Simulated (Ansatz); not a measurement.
# BFHInO: one species, many methods

An exercise on one series of results from a longer session: the logs are not shown, and one member is left open.

Program: Ansatz 0.2.0, Gaussian basis. Level of theory: functionals in def2-TZVPP, the program's frozen cores in correlated methods. These are calculated values, not measurements.

The runs, in order: LDA (SPW92), PBE-D4, revPBE-D4, BLYP-D4, r2SCAN-D4, B97M-V, PBE0-D4, B3LYP-D4, r2SCANh-D4, r2SCAN0-D4, HSE06-D4, BHLYP-D4, CAM-B3LYP-D4, LC-ωPBE, ωB97X-V, ωB97M-V, B2PLYP, PBE-QIDH; CCSD(T)/def2-SVP; CCSD(T)/def2-TZVPP; MP2/def2-QZVPP; extrapolation to the limit; RPA on PBE.

## The geometry

The geometry comes from an earlier relaxation with PBE0-D4 in a triple-zeta def2 set; it is a stationary point. In takes the def2 core potential; no spin-orbit term is included.

5 atoms, charge 0, spin multiplicity 1.

Atoms are counted from 1 here; the program's logs count them from 0.

Bond lengths: F1–B3 1.360 Å, In2–O4 2.078 Å, B3–O4 1.319 Å, B3–H5 1.202 Å. Angles: F1–B3–O4 120.1°, F1–B3–H5 115.5°, O4–B3–H5 124.4°, In2–O4–B3 128.0°.

Geometry (Å):

```mol
BFHInO
  3D, bonds by distance, orders not assigned

  5  4  0  0  0  0  0  0  0  0999 V2000
   -1.3313    0.1482   -0.5172 F   0  0
    0.3621   -2.0672    1.2739 In  0  0
   -0.0373    0.5226   -0.3301 B   0  0
    0.7808   -0.2465    0.3628 O   0  0
    0.2756    1.5691   -0.8308 H   0  0
  1  3  8  0
  2  4  8  0
  3  4  8  0
  3  5  8  0
M  END
```

The first run:

File in.yaml:

```yaml
crystal:
  periodic: [false, false, false]
  atoms:
    - {symbol: F, position_ang: [-1.331287, 0.148222, -0.517165]}
    - {symbol: In, position_ang: [0.362073, -2.067162, 1.273856]}
    - {symbol: B, position_ang: [-0.037289, 0.522630, -0.330058]}
    - {symbol: O, position_ang: [0.780774, -0.246520, 0.362770]}
    - {symbol: H, position_ang: [0.275629, 1.569129, -0.830802]}
basis:
  gaussian: {orbitals: def2-TZVPP}
hamiltonian: {xc: lda}
output: {orbitals: {seedname: orbitals}}
```

The run is started by

```console
ansatz run in.yaml --threads 2 --pin off --events-out ev --progress --plain --max-ram 4352MiB
```

Among the steps run: LDA; PBE-D4 (GGA); revPBE-D4 (GGA); BLYP-D4 (GGA); r2SCAN-D4 (meta-GGA); B97M-V (meta-GGA); B3LYP-D4 (hybrid); r2SCANh-D4 (hybrid); r2SCAN0-D4 (hybrid); HSE06-D4 (hybrid); BHLYP-D4 (hybrid); CAM-B3LYP-D4 (range-separated); LC-ωPBE (range-separated); ωB97X-V (range-separated); ωB97M-V (range-separated); B2PLYP (double hybrid); PBE-QIDH (double hybrid).

One of the session's tables, all rows but one given; the rest of the session is left out.

It belongs to the step «Frontier levels by functional». 

```
  functional  HOMO (eV)  LUMO (eV)  gap (eV)
 LDA (SPW92)      -6.43      -2.72      3.71
      PBE-D4      -6.19      -2.48      3.72
   revPBE-D4      -6.11      -2.39      3.73
     BLYP-D4      -6.11      -2.46      3.66
   r2SCAN-D4      -6.47      -2.27      4.20
      B97M-V      -6.36      -2.47      3.88
     PBE0-D4      -7.32      -1.80      5.51
    B3LYP-D4      -7.19      -2.07      5.12
  r2SCANh-D4      -6.90      -2.03      4.87
  r2SCAN0-D4      -7.53      -1.68      5.85
    HSE06-D4          ?          ?         ?
    BHLYP-D4      -8.31      -1.20      7.11
CAM-B3LYP-D4      -8.63      -1.02      7.61
     LC-ωPBE      -9.74       0.00      9.75
     ωB97X-V      -9.48      -0.09      9.39
     ωB97M-V      -9.45      -0.33      9.12
```

Q: Estimate the row for HSE06-D4 from the others.

The run gave: HOMO (eV): -6.92; LUMO (eV): -2.15; gap (eV): 4.77. In the column «HOMO (eV)» it lies between B3LYP-D4 (-7.19) and r2SCANh-D4 (-6.90).
